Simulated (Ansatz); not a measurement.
# Br2H2O2Ti: the cost of one run

The runs use Ansatz 0.2.0, Gaussian basis; the settings change from run to run.

## (1) The molecule

The structure was relaxed beforehand with PBE0-D4 in a triple-zeta def2 set.

SMILES `[OH][Ti]([OH])([Br])[Br]`, 7 atoms, charge 0, spin multiplicity 1.

Atoms are counted from 1 here; the program's logs count them from 0.

Bond lengths: O1–Ti2 1.756 Å, O1–H6 0.958 Å, Ti2–O3 1.765 Å, Ti2–Br4 2.356 Å, Ti2–Br5 2.356 Å, O3–H7 0.959 Å. Angles: Ti2–O1–H6 142.1°, O1–Ti2–O3 109.4°, O1–Ti2–Br4 108.9°, O1–Ti2–Br5 109.0°, O3–Ti2–Br4 110.2°, O3–Ti2–Br5 110.2°, Br4–Ti2–Br5 109.1°, Ti2–O3–H7 134.2°.

## (2) r2SCAN50/def2-TZVPD

Options: multiplicity 3, a grid of angular degree 47.

in.yaml reads:

```yaml
crystal:
  periodic: [false, false, false]
  atoms:
    - {symbol: O, position_ang: [-0.985761, 0.016388, 1.094845]}
    - {symbol: Ti, position_ang: [0.048441, 0.120553, -0.320902]}
    - {symbol: O, position_ang: [1.511197, -0.830431, -0.050807]}
    - {symbol: Br, position_ang: [-1.126141, -0.706449, -2.187823]}
    - {symbol: Br, position_ang: [0.603257, 2.378534, -0.698654]}
    - {symbol: H, position_ang: [-1.825457, 0.319766, 1.442006]}
    - {symbol: H, position_ang: [1.835665, -1.366362, 0.675735]}
basis:
  gaussian: {orbitals: def2-TZVPD, final_grid: {core_spheres: 20, valence_spheres: 16, degree: 47}}
magnetization: {spin_polarized: true, initial_magnetization: 2}
hamiltonian: {xc: {name: r2SCAN50}}
output: {forces: true}
```

The run is started by

```
> ansatz run in.yaml --threads 8 --pin off --events-out ev --progress --plain --max-ram 18278MiB
```

**Question.** How long does this run take on 8 threads of Arm Neoverse V2, shared host, and how much memory does it need?

About 95 s, with a peak of 2.7 GiB.
